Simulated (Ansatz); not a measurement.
What does this script print? It uses Ansatz's Python interface.

`albrh3n.xyz`
```text
6

N    -0.82760    0.07670   -0.80390
Al    0.32150   -0.15110    0.64450
Br    1.47560   -2.19430    0.83030
H    -1.16360    1.10860   -0.73690
H    -0.30180    0.07330   -1.70610
H     0.53800    1.02280    1.72590
```

`adiabatic.py`:
```python
# -*- coding: utf-8 -*-
'''How AlBrH3N relaxes after losing an electron.'''

import itertools

import ansatz as az
from ase.data import atomic_numbers, covalent_radii
import numpy as np

mol = az.Crystal.molecule_from_extxyz('albrh3n.xyz')

calc = mol.calculation()
calc = calc.basis(gaussian='def2-SVP')
calc = calc.functional('PBE')
symbols = [site.symbol for site in mol.cartesian_sites]
start = np.array([site.position_ang for site in mol.cartesian_sites], dtype=float)
summary = calc.relax(force_tolerance=0.01).run(threads=1, backend='cpu').report
end = np.array(summary['positions_ang'])

minimum = az.Crystal.molecule()
for symbol, place in zip(symbols, end):
    minimum = minimum.atom(symbol, place.tolist())
ion = minimum.calculation()
ion = ion.basis(gaussian='def2-SVP')
ion = ion.functional('PBE').charge(1)
ion = ion.spin('collinear', total=1)
vertical = ion.run(threads=1, backend='cpu').report
settled = ion.relax(force_tolerance=0.01, max_steps=80).run(threads=1, backend='cpu').report
print(f'vertical ionisation energy   {vertical["free_energy_ev"] - summary["free_energy_ev"]:.3f} eV')
print(f'adiabatic, no zero point     {settled["free_energy_ev"] - summary["free_energy_ev"]:.3f} eV')
print(f'relaxation energy of the ion {vertical["free_energy_ev"] - settled["free_energy_ev"]:.3f} eV')
ionised = np.array(settled['positions_ang'])
# pairs closer than 1.2 times the sum of covalent radii, before or after
radius = [covalent_radii[atomic_numbers[s]] for s in symbols]
span = lambda where, i, j: np.linalg.norm(where[i] - where[j])
bonded = [(i, j) for i, j in itertools.combinations(range(len(symbols)), 2) if min(span(end, i, j), span(ionised, i, j)) < 1.2 * (radius[i] + radius[j])]
print('pair        before    after (A)')
for i, j in bonded:
    print(f'{symbols[i]}{i}-{symbols[j]}{j}'.ljust(10), f'{span(end, i, j):8.4f} {span(ionised, i, j):8.4f}')
for first, second in list(itertools.combinations(bonded, 2)):
    shared = set(first) & set(second)
    if shared and symbols[(j := shared.pop())] != 'H':
        i, k = sorted((set(first) | set(second)) - {j})
        u, v = ionised[i] - ionised[j], ionised[k] - ionised[j]
        angle = np.degrees(np.arccos(np.clip(u @ v / np.linalg.norm(u) / np.linalg.norm(v), -1, 1)))
        print(f'final angle {symbols[i]}{i}-{symbols[j]}{j}-{symbols[k]}{k}: {angle:.2f} deg')
```

Running `python adiabatic.py` prints:
```text
vertical ionisation energy   9.527 eV
adiabatic, no zero point     9.222 eV
relaxation energy of the ion 0.305 eV
pair        before    after (A)
N0-Al1       1.7763   1.8895
N0-H3        1.0230   1.0362
N0-H4        1.0227   1.0363
Al1-Br2      2.2759   2.2647
Al1-H5       1.5857   1.5644
final angle Al1-N0-H3: 124.87 deg
final angle Al1-N0-H4: 124.84 deg
final angle N0-Al1-Br2: 91.80 deg
final angle N0-Al1-H5: 129.47 deg
final angle H3-N0-H4: 108.72 deg
final angle Br2-Al1-H5: 138.74 deg
```

The energies are electronic: no zero-point or thermal terms, and the basis set is short of its limit. The product may relax into another structure. The relaxation finds the nearest minimum, so the adiabatic value is an upper bound. Timing: 2.1 min on 1 thread of Arm Neoverse V1, with other jobs on the host, peak memory 0.26 GiB.
